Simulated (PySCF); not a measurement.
# C2H6OZn: the cost of one run

Programs: PySCF 2.14.0. All values are calculated, for the isolated system unless a continuum is named. Atoms count from 0, parts from 1.

### 1 The system as given

10 atoms, charge 0, multiplicity 1; geometry: GFN2-xTB.

### 2 Geometry optimisation at PBE0-D3(BJ)/def2-SVPD

The job: settings as JSON, then the geometry in Å.

```
{"job": {"xc": "PBE0", "basis": "def2-SVPD", "d3": "d3bj", "grid": 2, "kind": "geom"}, "charge": 0, "multiplicity": 1}
C     -0.302316    -1.361022     1.947098
O     -0.316829    -0.619547     0.768776
Zn     0.526392     0.407170    -0.350953
C      0.307234     1.430421    -2.051117
H     -1.284590    -1.835695     2.060973
H      0.459467    -2.149630     1.925657
H     -0.122298    -0.728527     2.824921
H      0.689667     2.440019    -1.984074
H     -0.755820     1.477712    -2.260489
H      0.799092     0.939099    -2.880792
```

Launch:

```console
$ OMP_NUM_THREADS=1 python cluster_run.py task.json out
```

The driver reads the jobs from task.json and runs them one after another.

**Question.** How long does this first job take on 1 thread of Arm Neoverse V1, shared host, and how much memory does it need?

About 93 s, with a peak of 0.68 GiB.
